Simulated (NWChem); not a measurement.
**C2H5F3OSi (SMILES C[SiH2]OC(F)(F)F): levels of theory compared**

Aim: a comparison of 4 runs (HF/STO-3G, HF/3-21G, B3LYP/6-31G*) of C2H5F3OSi. 

The calculation is run with NWChem 7.3.0.

## (1) The system as given

C2H5F3OSi has 12 atoms, charge 0, and is taken as a singlet. SMILES: `C[SiH2]OC(F)(F)F`. The shape is that of a PBE0-D4/def2-TZVP optimisation. This is one conformer, not always the lowest.

Bond lengths: C1–Si2 1.852 Å, Si2–O3 1.686 Å, O3–C4 1.323 Å, C4–F5 1.328 Å, C4–F6 1.348 Å, C4–F7 1.339 Å, C1–H8 1.092 Å, C1–H9 1.094 Å, C1–H10 1.092 Å, Si2–H11 1.483 Å, Si2–H12 1.479 Å. Some angles: C1–Si2–O3 110.5°, Si2–O3–C4 127.1°, O3–C4–F5 110.3°, O3–C4–F6 112.3°, O3–C4–F7 112.2°, F5–C4–F6 107.6°, F5–C4–F7 107.7°, F6–C4–F7 106.6°, C1–Si2–H11 111.9°, C1–Si2–H12 112.2°.

## (2) Energy and gradient at HF/STO-3G (run 1)

Contents of run.py:

```python
from ase import Atoms
from ase.calculators.nwchem import NWChem

atoms = Atoms(['C', 'Si', 'O', 'C', 'F', 'F', 'F', 'H', 'H', 'H', 'H', 'H'], positions=[
    [0.126500, -0.174100, 1.826300],
    [0.661500, -0.795000, 0.165800],
    [0.564900, 0.435900, -0.982700],
    [-0.511000, 0.821000, -1.650300],
    [-0.331100, 2.037900, -2.150700],
    [-1.609900, 0.860200, -0.870600],
    [-0.795000, 0.000400, -2.668900],
    [0.723400, 0.688500, 2.130700],
    [0.255700, -0.959300, 2.576500],
    [-0.925400, 0.117800, 1.814300],
    [-0.177200, -1.926600, -0.298600],
    [2.094400, -1.161800, 0.142300],
])

calc = NWChem(
    label='c2h5f3osi',
    theory='scf',
    memory='2200 mb',
    basis='STO-3G',
    basispar='spherical bse',
    scf={'nopen': '0', 'rhf': None, 'thresh': '1e-08', 'maxiter': '80', 'print': 'low'},
)
atoms.calc = calc

forces = atoms.get_forces()
print("Total energy (eV):", round(atoms.get_potential_energy(), 6))
print("forces (eV/A):")
for s, f in zip(atoms.symbols, forces):
    print(f"{s:2s} {f[0]:10.5f} {f[1]:10.5f} {f[2]:10.5f}")
```

Launch:

```bash
$ export ASE_NWCHEM_COMMAND="nwchem PREFIX.nwi > PREFIX.nwo"
$ python run.py
```

Output:

```text
Total energy (eV): -19901.092391
forces (eV/A):
C    -0.07472    0.01337    0.39353
Si    0.44814   -1.23331   -1.22107
O     3.37612   -0.96843    2.01389
C    -1.37791   -0.31496    0.06356
F     0.57356    2.73571   -1.06984
F    -1.82749    0.02052    1.41380
F    -0.51263   -1.70300   -2.04814
H    -0.31352   -0.35759   -0.07425
H    -0.09960    0.42320   -0.28730
H     0.44089   -0.08104    0.09457
H     0.88780    1.15643    0.58827
H    -1.52060    0.30900    0.13303
```

The calculator wrote c2h5f3osi.nwi:

```
title "c2h5f3osi"

permanent_dir c2h5f3osi

scratch_dir c2h5f3osi

start c2h5f3osi

geometry units angstrom nocenter noautosym noautoz
  C  1.2650000000000000e-01 -1.7410000000000000e-01 1.8263000000000000e+00
  Si 6.6149999999999998e-01 -7.9500000000000004e-01 1.6580000000000000e-01
  O  5.6489999999999996e-01 4.3590000000000001e-01 -9.8270000000000002e-01
  C  -5.1100000000000001e-01 8.2099999999999995e-01 -1.6503000000000001e+00
  F  -3.3110000000000001e-01 2.0379000000000000e+00 -2.1507000000000001e+00
  F  -1.6099000000000001e+00 8.6019999999999996e-01 -8.7060000000000004e-01
  F  -7.9500000000000004e-01 4.0000000000000002e-04 -2.6688999999999998e+00
  H  7.2340000000000004e-01 6.8850000000000000e-01 2.1307000000000000e+00
  H  2.5569999999999998e-01 -9.5930000000000004e-01 2.5764999999999998e+00
  H  -9.2540000000000000e-01 1.1780000000000000e-01 1.8143000000000000e+00
  H  -1.7720000000000000e-01 -1.9266000000000001e+00 -2.9859999999999998e-01
  H  2.0943999999999998e+00 -1.1617999999999999e+00 1.4230000000000001e-01
end

memory 2200 mb

basis spherical bse noprint
   * library STO-3G
end

scf
  nopen 0
  rhf
  thresh 1e-08
  maxiter 80
  print low
end

task scf gradient
```

c2h5f3osi.nwo:

```text
Northwest Computational Chemistry Package (NWChem) 7.3.0
             --------------------------------------------------------

           Job information
           ---------------

    nwchem branch   = 7.3.0
    use scalapack   = T
    input           = c2h5f3osi.nwi
    prefix          = c2h5f3osi.
    data base       = c2h5f3osi/c2h5f3osi.db
    status          = startup
    nproc           =        1

           Memory information
           ------------------

    heap     =     72089596 doubles =      550.0 Mbytes
    stack    =     72089601 doubles =      550.0 Mbytes
    global   =    144179200 doubles =     1100.0 Mbytes (distinct from heap & stack)
    total    =    288358397 doubles =     2200.0 Mbytes
    verify   = yes
    hardfail = no

[... 39 lines left out ...]
            Nuclear Dipole moment (a.u.)
[... 78 lines left out ...]
       Final RHF  results
       ------------------

         Total SCF energy =   -731.351661879104
      One-electron energy =  -1869.916468306979
      Two-electron energy =    712.318153681152
 Nuclear repulsion energy =    426.246652746722

        Time for solution =      4.0s

                              NWChem Gradients Module
                              -----------------------

                         RHF ENERGY GRADIENTS

    atom               coordinates                        gradient
                 x          y          z           x          y          z
   1 C       0.239050  -0.329001   3.451207    0.001453  -0.000260  -0.007653
   2 Si      1.250054  -1.502332   0.313317   -0.008715   0.023984   0.023746
   3 O       1.067506   0.823732  -1.857034   -0.065655   0.018833  -0.039164
[... 8 lines of this table left out ...]
  12 H       3.957842  -2.195484   0.268908    0.029571  -0.006009  -0.002587

 Task  times  cpu:        4.9s     wall:        4.9s
 Total times  cpu:        5.0s     wall:        5.0s
```

Wall time 6.3 s (1 thread of AMD EPYC 9R14 (Zen 4), shared host); peak memory 0.099 GiB.

## (3) Energy and gradient at HF/3-21G (run 2)

Contents of job.nw:

```
start job
title "C2H5F3OSi gradient"
memory total 2200 mb

geometry noautosym nocenter noautoz
  C     0.126500   -0.174100    1.826300
  Si    0.661500   -0.795000    0.165800
  O     0.564900    0.435900   -0.982700
  C    -0.511000    0.821000   -1.650300
  F    -0.331100    2.037900   -2.150700
  F    -1.609900    0.860200   -0.870600
  F    -0.795000    0.000400   -2.668900
  H     0.723400    0.688500    2.130700
  H     0.255700   -0.959300    2.576500
  H    -0.925400    0.117800    1.814300
  H    -0.177200   -1.926600   -0.298600
  H     2.094400   -1.161800    0.142300
end

basis "ao basis" spherical bse
  * library 3-21G
end

scf
  thresh 1e-08
  maxiter 80
end

task scf gradient
```

Launch:

```bash
$ nwchem job.nw > job.out
```

Output:

```text
[...]
  functions       =    77
[...]
  wavefunction    = RHF
[...]
         Total SCF energy =   -736.862536075061
      One-electron energy =  -1870.152579433367
      Two-electron energy =    707.043390611583
 Nuclear repulsion energy =    426.246652746723
        Time for solution =      4.3s
[...]
                         RHF ENERGY GRADIENTS
    atom               coordinates                        gradient
                 x          y          z           x          y          z
   1 C       0.239050  -0.329001   3.451207    0.006165  -0.004820  -0.017266
   2 Si      1.250054  -1.502332   0.313317   -0.018174   0.021143  -0.000932
   3 O       1.067506   0.823732  -1.857034    0.013197  -0.003936   0.007387
   4 C      -0.965650   1.551465  -3.118615   -0.011391  -0.014966   0.010651
   5 F      -0.625688   3.851073  -4.064234    0.001498  -0.007621   0.003649
   6 F      -3.042270   1.625542  -1.645195    0.004172   0.003695  -0.007511
   7 F      -1.502332   0.000756  -5.043490    0.002205   0.006831   0.004282
   8 H       1.367028   1.301076   4.026439    0.003809   0.003837   0.000338
   9 H       0.483203  -1.812814   4.868879    0.001201  -0.004479   0.002327
  10 H      -1.748752   0.222610   3.428530   -0.004949   0.000289  -0.001746
  11 H      -0.334859  -3.640746  -0.564272    0.000360  -0.001334  -0.000148
[...]
```

Run time: 6 s. Hardware: 1 thread of AMD EPYC 9R14 (Zen 4), shared host; peak memory 0.099 GiB.

Run 3 isn't shown in full; the table further down has it.

## (4) Energy and forces at B3LYP/6-31G(d) (Cartesian functions) (run 4)

Contents of c2h5f3osi.nw:

```
start c2h5f3osi
title "C2H5F3OSi"
memory 2200 mb
geometry noautosym nocenter noautoz
C      0.126500    -0.174100     1.826300
Si     0.661500    -0.795000     0.165800
O      0.564900     0.435900    -0.982700
C     -0.511000     0.821000    -1.650300
F     -0.331100     2.037900    -2.150700
F     -1.609900     0.860200    -0.870600
F     -0.795000     0.000400    -2.668900
H      0.723400     0.688500     2.130700
H      0.255700    -0.959300     2.576500
H     -0.925400     0.117800     1.814300
H     -0.177200    -1.926600    -0.298600
H      2.094400    -1.161800     0.142300
end
basis cartesian
* library 6-31G*
end
dft
xc b3lyp
grid fine
convergence energy 1e-08
maxiter 100
mulliken
end
task dft gradient
```

Launch:

```bash
$ nwchem c2h5f3osi.nw > c2h5f3osi.out
```

Output:

```text
[...]
          Wavefunction type:  closed shell.
          No. of atoms     :    12
          No. of electrons :    66
[...]
          Charge           :     0
          Spin multiplicity:     1
[...]
          AO basis - number of functions:   119
[...]
              XC Information
              --------------
                         B3LYP Method XC Potential
                     Hartree-Fock (Exact) Exchange  0.200
                        Slater Exchange Functional  0.800 local
                    Becke 1988 Exchange Functional  0.720 non-local
              Lee-Yang-Parr Correlation Functional  0.810
                  VWN I RPA Correlation Functional  0.190 local
[...]
 d= 0,ls=0.0,diis     1   -743.3087056548 -1.17D+03  1.49D-02  2.15D+00     3.3
[...]
 d= 0,ls=0.0,diis    10   -743.5211083383 -4.63D-09  1.87D-07  1.01D-09    27.0
         Total DFT energy =     -743.521108338300
      One electron energy =    -1876.786731465041
           Coulomb energy =      780.791823509268
    Exchange-Corr. energy =      -73.772853129250
 Nuclear repulsion energy =      426.246652746723
[...]
  wavefunction    = closed shell
                         DFT ENERGY GRADIENTS
    atom               coordinates                        gradient
                 x          y          z           x          y          z
   1 C       0.239050  -0.329001   3.451207    0.000686  -0.000100  -0.003237
   2 Si      1.250054  -1.502332   0.313317   -0.001599   0.007736   0.000257
   3 O       1.067506   0.823732  -1.857034   -0.010310  -0.003500  -0.000124
   4 C      -0.965650   1.551465  -3.118615    0.001797  -0.001571   0.002496
   5 F      -0.625688   3.851073  -4.064234   -0.002255  -0.010934   0.004237
   6 F      -3.042270   1.625542  -1.645195    0.009135   0.000317  -0.007914
   7 F      -1.502332   0.000756  -5.043490    0.001931   0.007996   0.008513
   8 H       1.367028   1.301076   4.026439   -0.000697  -0.001722  -0.001096
   9 H       0.483203  -1.812814   4.868879    0.000046   0.001049  -0.002241
  10 H      -1.748752   0.222610   3.428530    0.001757  -0.000935  -0.000483
  11 H      -0.334859  -3.640746  -0.564272   -0.000083   0.001031  -0.000210
[...]
```

Run time: 36 s. Hardware: 1 thread of AMD EPYC 9R14 (Zen 4), shared host; peak memory 0.13 GiB.

## (5) The series

```
run                               level  iteration cap  module  energy (Eh)  largest force (eV/Å)  wall time
  1                           HF/STO-3G             80     scf  -731.351662                 4.049      6.3 s
  2                            HF/3-21G             80     scf  -736.862536                 1.434        6 s
  3  B3LYP/6-31G* (spherical functions)            100     dft  -743.514552                 0.619       35 s
  4  B3LYP/6-31G* (Cartesian functions)            100     dft  -743.521108                 0.622       36 s
```

## (6) Summary of results

| quantity | value |
| --- | --- |
| run 4: total energy | -743.52111 Eh |
| run 4: dipole moment | 2.53 D |
| run 4: HOMO energy | -8.81 eV |
| run 4: LUMO energy | 0.62 eV |
| run 4: HOMO–LUMO gap | 9.43 eV |
| run 4: largest force on an atom | 0.622 eV/Å |

What this shows: Over runs 2, 3, 4 the dipole moment (its size) runs from 2.53 D (B3LYP/6-31G*) to 3.22 D (HF/3-21G). The two ends differ in method and basis. Over runs 2, 3, 4 the HOMO–LUMO gap runs from 9.43 eV (B3LYP/6-31G*) to 17.18 eV (HF/3-21G). In run 1 the basis is minimal, so the values are rough. All runs together took 83 s, the longest 36 s.
